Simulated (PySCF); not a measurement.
# H7NSeSi2: the cost of one run

Programs: PySCF 2.14.0, with routines of our own; each step states its level. All values are computed. Atoms count from 0.

1 further run of the same task is left out (for a basis unfit for spin-orbit shieldings).

### Step 1. The system as given

11 atoms, charge 0, multiplicity 1; geometry from: GFN2-xTB.

### Step 2. NMR shieldings: PBE0/pcSseg-1 Se:x2c-TZVPall-2c, spin-free

The job: settings as JSON, then the geometry in Å.

```
{"job": {"kind": "hnmr", "xc": "PBE0", "basis": {"default": "pcSseg-1", "Se": "x2c-TZVPall-2c"}, "rel": "sf"}, "charge": 0, "multiplicity": 1}
N     -1.956389    -0.090430    -0.823081
Si    -0.779220     0.354109     0.350064
Si     1.215455    -0.331952    -0.602989
Se     2.968664     0.043733     0.851775
H     -1.835694     0.185023    -1.783909
H     -2.931657    -0.035638    -0.578538
H     -0.767003     1.779937     0.728638
H     -1.161122    -0.396936     1.550500
H      1.677400     0.421054    -1.773603
H      1.339446    -1.746641    -0.967632
H      2.235543    -0.179590     2.062732
```

Method: PBE0/pcSseg-1 Se:x2c-TZVPall-2c GIAO NMR shielding, spin-free X2C, Gaussian nuclei, gas phase.

On the command line:

```sh
$ OMP_NUM_THREADS=1 python heavy_run.py task.json out
```

One launch serves the whole session: the jobs run in the order shown.

**Question.** How long does this job take on 1 thread of Arm Neoverse N1, shared host, and how much memory does it need?

About 51 s, with a peak of 0.91 GiB.
